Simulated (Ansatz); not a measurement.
The first iterations of a band of a periodic cell of 17 atoms, SiW$_{8}$C$_{8}$ (surface WC(001), adsorbate Si).

Method: Ansatz, DFT PBE-D3(BJ), scalar-relativistic, plane waves, PAW. Settings: PAW set soft_1, cutoff 420 eV, k mesh 4x4x1, fermi-dirac smearing 0.1 eV, no spin polarisation.

```yaml
movable_images: 7
climbing_image: yes
spring: 1.0 eV/Å²
optimiser: quadratic models (default)
start_path: straight line
force_threshold: 0.03 eV/Å
iteration_limit: 59
end_points: relaxed
atoms_held: 1, 5, 9, 13
```

First end point:

```xyz
17
Lattice="5.6981 0.0000 0.0000 -2.8491 4.9347 0.0000 0.0000 0.0000 15.1956" Properties=species:S:1:pos:R:3
W 0.000 0.000 1.000
C 1.439 0.831 2.335
W 0.000 0.000 3.744
C 1.348 0.778 5.150
W -1.425 2.467 1.000
C 0.000 3.290 2.365
W -1.432 2.463 3.912
C 0.000 3.290 5.049
W 2.849 0.000 1.000
C 4.259 0.831 2.335
W 2.849 0.008 3.912
C 4.350 0.778 5.150
W 1.425 2.467 1.000
C 2.849 3.273 2.335
W 1.432 2.463 3.912
C 2.849 3.378 5.150
Si 0.000 0.000 6.214
```

Last end point:

```xyz
17
Lattice="5.6981 0.0000 0.0000 -2.8491 4.9347 0.0000 0.0000 0.0000 15.1956" Properties=species:S:1:pos:R:3
W 0.000 0.000 1.000
C 1.425 0.822 2.365
W -0.007 -0.004 3.912
C 1.425 0.822 5.049
W -1.425 2.467 1.000
C 0.015 3.298 2.335
W -1.424 2.467 3.744
C -0.076 3.246 5.150
W 2.849 0.000 1.000
C 4.274 0.805 2.335
W 2.856 -0.004 3.912
C 4.274 0.910 5.150
W 1.425 2.467 1.000
C 2.834 3.298 2.335
W 1.425 2.476 3.912
C 2.925 3.246 5.150
Si -1.424 2.467 6.214
```

| iteration | highest image above the first end (eV) | largest band force component (eV/Å) |
| --- | --- | --- |
| 1 | 7.426 | 27.222 |
| 2 | 2.970 | 9.662 |
| 3 | 1.321 | 5.556 |

Q: Does the band converge within its limit, and where does its top end?

A: The run converged. It ended after 10 iterations with the highest image 0.971 eV above the first end. The profile has 2 maxima (images 2, 6) with wells between them (image 4): this band takes more than one step, which may be the mechanism or a detour left from its start path. By the program's own check the climbing image is a first-order saddle point (lowest curvatures found: -4.59 and 2.71 eV/Å²). Limits of this set-up: coarse k mesh, thin slab, slab without dipole correction.

Time of the run: 20 min on 4 threads of Arm Neoverse V1 (shared host), peak memory 3.2 GiB.
